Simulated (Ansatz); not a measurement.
# AlGaPH+ (doublet): the correlation ladder, cc-pVDZ

How much of the correlation energy of AlGaPH+ (doublet) does each wave-function method recover here?

The runs use Ansatz 0.2.0, Gaussian basis; cc-pVDZ, core rule «outside noble gas», up to 24 orbitals frozen.

To be run: UHF; CCSD(T) on ROHF; CCSD(T) on UHF; BCCD(T) on ROHF; CISD as a restricted active space (open shells left free, so some higher excitations enter); CCSDT(Q) on ROHF; CCSDT(Q) on UHF; CASSCF and MRCISD+Q, 9 electrons in 9 orbitals; CASSCF and NEVPT2, 9 electrons in 9 orbitals.

19 further runs of the same task are left out: 3 for a known fault of the program, 7 that didn't finish, 9 set aside as unsound or not needed. Runs told in other sessions of the task aren't counted.

## Step 1: The geometry

The geometry is a PBE0/def2-TZVP stationary point (not a proven minimum) of the parent state, kept for this charge and spin. No spin-orbit coupling is included. The filled d shell of Ga may be among the frozen orbitals whatever the setting's name suggests.

4 atoms, charge 1, spin multiplicity 2.

Atoms are counted from 1 here; the program's logs count them from 0.

Bond lengths: Al1–P3 2.352 Å, Ga2–P3 2.097 Å, Ga2–H4 1.548 Å. Angles: P3–Ga2–H4 177.0°, Al1–P3–Ga2 94.3°.

## Step 2: UHF

in.yaml reads:

```yaml
crystal:
  periodic: [false, false, false]
  atoms:
    - {symbol: Al, position_ang: [0.000000, 0.670524, -2.164434]}
    - {symbol: Ga, position_ang: [0.000000, 0.203913, 1.066985]}
    - {symbol: P, position_ang: [0.000000, -1.078452, -0.592463]}
    - {symbol: H, position_ang: [0.000000, 1.085912, 2.338594]}
basis:
  gaussian: {orbitals: cc-pVDZ}
total_charge: 1
magnetization: {spin_polarized: true, initial_magnetization: 1}
hamiltonian: {xc: hf}
output: {orbitals: {seedname: orbitals}}
```

On the command line:

```
> ansatz run in.yaml --threads 1 --pin off --events-out ev --progress --plain --max-ram 2393MiB
```

Further steps of the session: CCSD(T) on ROHF; CCSD(T) on UHF; BCCD(T) on ROHF; CISD as a restricted active space (open shells left free, so some higher excitations enter); CCSDT(Q) on ROHF; CCSDT(Q) on UHF; CASSCF and MRCISD+Q, 9 electrons in 9 orbitals; CASSCF and NEVPT2, 9 electrons in 9 orbitals.

**Question.** What will the summary of the whole plan be? Wanted: UCCSDT(Q) from the RHF energy; RMP2 from UCCSDT(Q); UMP2 from UCCSDT(Q); RCCSD from UCCSDT(Q); RCCSD(T) from UCCSDT(Q); UCCSD(T) from UCCSDT(Q); RCCSDT(Q) from UCCSDT(Q); NEVPT2 frontier from UCCSDT(Q); MRCISD+Q frontier from UCCSDT(Q).

**Answer**, as computed:

```
                         quantity                      value
    UCCSDT(Q) from the ROHF energy                 -6.5517 eV
              RMP2 from UCCSDT(Q)                +1142.3 meV
              UMP2 from UCCSDT(Q)                +1199.3 meV
             RCCSD from UCCSDT(Q)                 +393.1 meV
          RCCSD(T) from UCCSDT(Q)                  +66.3 meV
          UCCSD(T) from UCCSDT(Q)                  +69.5 meV
         RCCSDT(Q) from UCCSDT(Q)                   +4.0 meV
   NEVPT2 frontier from UCCSDT(Q)                +1243.3 meV
 MRCISD+Q frontier from UCCSDT(Q)                  +96.5 meV
levels within 1 kcal/mol (43 meV)  RCCSDT, UCCSDT, RCCSDT(Q)
                    T1 diagnostic                      0.035
```

In words: RCCSD(T) misses by +66.3 meV, 1.0 % of the correlation energy. Of the multireference levels listed MRCISD+Q frontier comes nearest in total energy (+96.5 meV), which doesn't show that its space is the better one. These misses are within one basis, not against nature; the frozen cores of restricted and unrestricted runs differ, which can shift their rows.
